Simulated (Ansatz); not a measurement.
**Ge2 (triplet): RPA-PBE over vertical spin and charge gaps, cc-pVDZ**

Aim: run Ge2 (triplet) with these functionals over vertical spin and charge gaps, and hold them against the top wave-function level at the same points.

The runs use Ansatz 0.2.0, Gaussian basis; cc-pVDZ, all electrons in the functionals, frozen cores in the correlation of double hybrids and RPA.

Plan: RPA-PBE, at charge 0, triplet; charge 0, singlet; charge 0, quintet; charge 1, doublet; charge 1, quartet.

6 further runs of the same task are left out: 6 set aside as unsound or not needed.

## (1) The geometry

The geometry is a PBE0/def2-TZVP stationary point (not a proven minimum). No spin-orbit coupling is included. The filled d shell of Ge may be among the frozen orbitals whatever the setting's name suggests; the logs give the count.

2 atoms, charge 0, spin multiplicity 3.

Atoms are counted from 1 here; the program's logs count them from 0.

Bond lengths: Ge1–Ge2 2.383 Å.

No dispersion term is added.

The geometry shown and the zero of energy belong to the point charge 0, triplet. The yardstick, FCI, and other wave-function levels (R restricted, U unrestricted, valence and pair active spaces) come from earlier runs.

## (2) RPA-PBE, charge 0, triplet

Input file in.yaml:

```yaml
crystal:
  periodic: [false, false, false]
  atoms:
    - {symbol: Ge, position_ang: [0.000000, 0.000000, 0.000000]}
    - {symbol: Ge, position_ang: [0.000000, 0.000000, 2.383102]}
basis:
  gaussian: {orbitals: cc-pVDZ}
magnetization: {spin_polarized: true, initial_magnetization: 2}
hamiltonian: {xc: {name: PBE}}
correlation: {method: rpa, electrons: outside_noble_gas}
```

Started as:

```console
> ansatz run in.yaml --threads 1 --pin off --events-out ev --progress --plain --max-ram 4096MiB --backend cpu
```

The runs that follow: RPA-PBE, charge 0, singlet; RPA-PBE, charge 0, quintet; RPA-PBE, charge 1, doublet; RPA-PBE, charge 1, quartet.

**Question.** What will the summary of the whole plan be? Wanted: triplet to singlet, FCI; triplet to quintet, FCI; ionisation to the doublet cation, FCI; ionisation to the quartet cation, FCI; largest miss, RPA-PBE.

As calculated:

| quantity | value |
| --- | --- |
| triplet to singlet, FCI | 0.484 eV |
| triplet to quintet, FCI | 1.230 eV |
| ionisation to the doublet cation, FCI | 8.041 eV |
| ionisation to the quartet cation, FCI | 7.266 eV |
| largest miss, RPA-PBE | +0.258 eV (ionisation to the quartet cation) |

In words: RPA-PBE strays by up to 0.258 eV, at ionisation to the quartet cation. RPA-PBE clearly breaks the spin symmetry at some points (⟨S²⟩ up to 1.00 above the pure value), so energy there is bought with a mixed spin. Functionals and the yardstick converge differently with the basis, so part of each miss in cc-pVDZ is the basis.
